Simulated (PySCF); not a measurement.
# TaO2Br: relaxation and vibrations of the singlet

The task is one start of a wider search on TaO2Br: the singlet, from a T-shaped (ligand arrangement 1) start. It is relaxed, tested by its Hessian and followed downhill if it is a saddle.

Computed with PySCF 2.14.0. Level: PBE0, basis Ta def2-TZVP with ECP60, O def2-TZVP, Br def2-TZVP, scalar-relativistic core potentials, no spin–orbit coupling, density fitting.

### 1 Starting geometry

4 atoms, charge 0, spin multiplicity 1.

Bond lengths: Ta1–O2 1.830 Å, Ta1–O3 1.830 Å, Ta1–Br4 2.600 Å. Angles: O2–Ta1–O3 176.0°, O2–Ta1–Br4 88.0°, O3–Ta1–Br4 88.0°.

```xyz
4
charge 0 multiplicity 1
Ta    0.0000    0.0000    0.0000
O     1.8289    0.0000    0.0639
O    -1.8289    0.0000    0.0639
Br    0.0000    0.0000    2.6000
```

### 2 The SCF at the typed geometry

The steps below are one call of a driver around PySCF. For each, scf.py gives the equivalent set-up of the SCF; relaxations use the driver's own optimiser. After this first run the driver tries any further starts and a stability analysis.

Contents of scf.py:

```python
from pyscf import gto, scf, dft
mol = gto.M(atom='''
Ta     0.000000     0.000000     0.000000
O      1.828900     0.000000     0.063900
O     -1.828900     0.000000     0.063900
Br     0.000000     0.000000     2.600000''',
    basis={'Ta': 'def2-TZVP', 'O': 'def2-TZVP', 'Br': 'def2-TZVP'},
    ecp={'Ta': 'def2-TZVP'},
    charge=0, spin=0)
mf = dft.RKS(mol, xc='PBE0')
mf.grids.atom_grid = (50, 194)
aux = {'Ta': 'def2-universal-JKFIT', 'O': 'def2-universal-JKFIT', 'Br': 'def2-universal-JKFIT'}
mf = mf.density_fit(auxbasis=aux)
mf.conv_tol = 1e-08
mf.diis_space = 10
mf.max_cycle = 60
mf.init_guess = 'minao'
mf.verbose = 4
mf.kernel()
```

On the command line:

```sh
> OMP_NUM_THREADS=4 python axn.py task.json out
```

The runs that follow: Relaxation: T-shaped (ligand arrangement 1) start, singlet; Hessian and properties; Following the imaginary mode; Hessian and properties.

What does the calculation give? Wanted: minimum; geometry; wavenumbers; dipole moment; highest occupied, lowest empty level; polar-tensor charge of Ta1; zero-point energy; atomisation energy.

As calculated:

| quantity | value |
| --- | --- |
| minimum | singlet, Cs |
| geometry | Ta–Br 2.467 Å, Ta–O 1.723 Å (×2); Br–Ta–O 110.5° (×2), O–Ta–O 106.4° |
| wavenumbers (cm⁻¹) | 142 (a'), 157 (a''), 260 (a'), 348 (a'), 956 (a''), 1017 (a') |
| dipole moment | 5.31 D |
| highest occupied, lowest empty level | -8.46, -4.08 eV |
| polar-tensor charge of Ta1 | +2.03 e |
| zero-point energy | 17.2 kJ/mol |
| entropy at 298.15 K | 331.8 J/(mol K) |
| atomisation energy (no zero-point energy) | 1802 kJ/mol |

**Reading.** The T-shaped (ligand arrangement 1) start (C2v) ends in a minimum of Cs symmetry, after a stop at a saddle point 23.0 kJ/mol higher, from which it was pushed off along an imaginary mode. The strongest infrared band lies at 956 cm⁻¹ (a'', stretch). With 5.3 D the molecule is strongly polar. Only this shape and spin were tried, so other structures or states may lie lower. Spin–orbit coupling, left out here, can matter for elements this heavy.
